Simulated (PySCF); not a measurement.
# C₃H₃BCl₂: geometry, spin-spin couplings

Wanted: the spin-spin couplings of C₃H₃BCl₂ (`C#CCB(Cl)Cl`), by calculation.

The runs use PySCF 2.14.0, with density-fitted response routines of our own; the level of theory stands in each step. All values are computed, except where a source is named. Atoms are numbered from 0 throughout.

## 1. Starting geometry

9 atoms, charge 0, multiplicity 1; geometry from: GFN2-xTB. The atoms were then displaced at random by about 0.01 Å, so the start is not that level's minimum.

Bonds of the start (Å): C0–C1 1.21, C1–C2 1.47, C2–B3 1.56, B3–Cl4 1.72, B3–Cl5 1.73, C0–H6 1.05, C2–H7 1.09, C2–H8 1.09.

## 2. Optimising the geometry at PBE0-D3(BJ)/def2-SVP

Job settings and geometry (Å):

```
{"job": {"xc": "PBE0", "basis": "def2-SVP", "d3": "d3bj", "grid": 1, "shake": 0.01, "kind": "geom"}, "charge": 0, "multiplicity": 1}
C      2.110740     0.432090    -0.258310
C      1.034150     0.080070     0.169360
C     -0.272190    -0.362910     0.666390
B     -1.333020    -0.020790    -0.422560
Cl    -1.981820     1.565690    -0.579650
Cl    -1.926040    -1.224140    -1.508750
H      3.033950     0.774150    -0.617010
H     -0.420770     0.164000     1.614030
H     -0.187200    -1.425310     0.902770
```

On the command line:

```sh
OMP_NUM_THREADS=1 python probes_run.py task.json out
```

The driver reads the jobs from task.json and runs them one after another.

**Question.** This job is followed by: B3LYP/6-31G* indirect spin-spin coupling, non-relativistic, gas phase. Predict these results of the whole session: point group; rotational constants (main isotopes); largest coupling of the table (B3LYP/6-31G*).

As calculated:

| quantity | value |
| --- | --- |
| point group | C1 |
| rotational constants (main isotopes) | 2.63, 1.68, 1.18 GHz |
| largest coupling of the table (B3LYP/6-31G*) | ¹J(C,H) C0–H6, 242.2 Hz |

In words: Relaxing lowered the energy by 0.076 eV in 5 steps; the close pair that moved most is C0–H6, from 1.048 to 1.074 Å. Of the pairs tabulated at B3LYP/6-31G*, C0–H6 couples most strongly (242.2 Hz; Fermi contact 242.1 Hz). Couplings across rotatable bonds belong to this one conformer; where others are populated, the observed values are averages. Couplings from bases without tight functions are rough.
